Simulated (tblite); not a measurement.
# C16H22O3S: the cost of one run

Computed with tblite 0.8.0 and PySCF 2.14.0 and routines of our own; the level stands in each step. Atoms count from 0.

## (1) The system as given

42 atoms, charge 0, multiplicity 1; geometry from: force field, distance geometry or constructed start.

## (2) Geometry optimisation with GFN2-xTB

Job settings and geometry (Å):

```
{"job": {"kind": "relax", "xc": "GFN2-xTB", "basis": "xTB"}, "charge": 0, "multiplicity": 1}
C     -0.008300     2.811900     0.131200
C      0.647100     1.516700     0.621400
C      1.795400     1.950700     1.571300
C      1.125100     0.723400    -0.588700
O      0.434800     0.590700    -1.591400
C      2.468800     0.103500    -0.624200
C      3.350300     0.525600    -1.630900
C      4.628800    -0.032100    -1.713100
C      5.019400    -1.021600    -0.808400
C      4.128900    -1.455400     0.180800
C      2.851500    -0.901000     0.268600
S     -0.532500     0.492200     1.569800
O     -1.407600     1.393100     2.310500
O      0.268500    -0.463400     2.321500
C     -1.574100    -0.487000     0.450200
C     -2.334800    -1.541900     1.290500
C     -3.261300    -2.395300     0.428400
C     -4.236000    -1.540100    -0.368400
C     -3.496500    -0.500100    -1.203100
C     -2.555500     0.356800    -0.354100
H     -0.373600     3.431700     0.968100
H      0.699800     3.419200    -0.440900
H     -0.862800     2.640400    -0.515800
H      2.543800     2.530500     1.031500
H      1.405900     2.580200     2.386400
H      2.293500     1.108200     2.046500
H      3.043700     1.281800    -2.348100
H      5.310400     0.291600    -2.491900
H      6.010300    -1.457700    -0.879600
H      4.436600    -2.233200     0.878500
H      2.181300    -1.272600     1.032600
H     -0.895100    -1.030900    -0.217600
H     -2.920300    -1.043600     2.064700
H     -1.622500    -2.202600     1.804100
H     -3.818600    -3.088100     1.064100
H     -2.664100    -3.005800    -0.263700
H     -4.846100    -2.172700    -1.022100
H     -4.921000    -1.026000     0.317900
H     -2.914400    -1.014400    -1.985500
H     -4.225000     0.145600    -1.716100
H     -2.029000     1.026900    -1.027800
H     -3.149000     0.980500     0.317700
```

Started as:

```bash
> OMP_NUM_THREADS=1 python large_run.py task.json out
```

One launch serves the whole session: the jobs run in the order shown.

**Question.** How long does this first job take on 1 thread of Arm Neoverse N1, shared host, and how much memory does it need?

About 3 s, with a peak of 0.18 GiB.
